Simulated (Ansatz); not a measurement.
# CH5BClNO: small, medium and large basis sets

Aim: see how fast density functionals converge with the basis set for CH5BClNO.

Program: Ansatz 0.2.0, Gaussian basis. Level of theory: one geometry, several basis sets. These are calculated values, not measurements.

Levels to be run: PBE0-D4/def2-SVP; ωB97M-V/def2-SVP; PBE0-D4/def2-QZVPP; ωB97M-V/def2-QZVPP; the functionals' def2-TZVPP values are taken from earlier runs.

**1. The geometry**

An earlier PBE0-D4 in a triple-zeta def2 set relaxation fixed the geometry.

SMILES `NB(Cl)CO`, 10 atoms, charge 0, spin multiplicity 1.

Atoms are counted from 1 here; the program's logs count them from 0.

Bond lengths: N1–B2 1.386 Å, N1–H6 1.005 Å, N1–H7 1.006 Å, B2–Cl3 1.784 Å, B2–C4 1.577 Å, C4–O5 1.413 Å, C4–H8 1.096 Å, C4–H9 1.105 Å, O5–H10 0.962 Å. Angles: B2–N1–H6 123.2°, B2–N1–H7 122.4°, H6–N1–H7 114.4°, N1–B2–Cl3 118.3°, N1–B2–C4 123.5°, Cl3–B2–C4 118.2°, B2–C4–O5 116.0°, B2–C4–H8 109.8°, B2–C4–H9 107.4°, O5–C4–H8 107.3°, O5–C4–H9 110.4°, H8–C4–H9 105.5°, C4–O5–H10 107.7°.

**2. PBE0-D4 in def2-SVP**

Contents of in.yaml:

```yaml
crystal:
  periodic: [false, false, false]
  atoms:
    - {symbol: N, position_ang: [-1.481346, 0.770100, 0.263808]}
    - {symbol: B, position_ang: [-0.131159, 0.458255, 0.272551]}
    - {symbol: Cl, position_ang: [0.978417, 1.531441, 1.166234]}
    - {symbol: C, position_ang: [0.484752, -0.764792, -0.509207]}
    - {symbol: O, position_ang: [1.724524, -1.243936, -0.030225]}
    - {symbol: H, position_ang: [-1.860388, 1.585355, 0.713928]}
    - {symbol: H, position_ang: [-2.164117, 0.196586, -0.201161]}
    - {symbol: H, position_ang: [-0.217419, -1.606583, -0.495153]}
    - {symbol: H, position_ang: [0.570032, -0.468995, -1.570186]}
    - {symbol: H, position_ang: [2.179804, -0.508732, 0.392210]}
basis:
  gaussian: {orbitals: def2-SVP}
hamiltonian: {xc: pbe0, dispersion: d4}
output: {orbitals: {seedname: orbitals}}
```

Further steps of the session: ωB97M-V in def2-SVP; PBE0-D4 in def2-QZVPP; ωB97M-V in def2-QZVPP.

**Question.** What will the summary of the whole plan be? Wanted: PBE0-D4: double and triple zeta above quadruple; ωB97M-V: double and triple zeta above quadruple.

The runs gave:

| quantity | value |
| --- | --- |
| PBE0-D4: double and triple zeta above quadruple | 11.17, 0.68 eV |
| ωB97M-V: double and triple zeta above quadruple | 11.30, 0.65 eV |

What this shows: For PBE0-D4 the step from double to triple zeta gains 10.49 eV and the next only 0.68 eV. Total energies overstate the basis error of differences, where much of it tends to cancel. The LUMO of ωB97M-V is positive and keeps falling with the basis (2.78 to 1.39 eV): an unbound level that the basis holds in place.
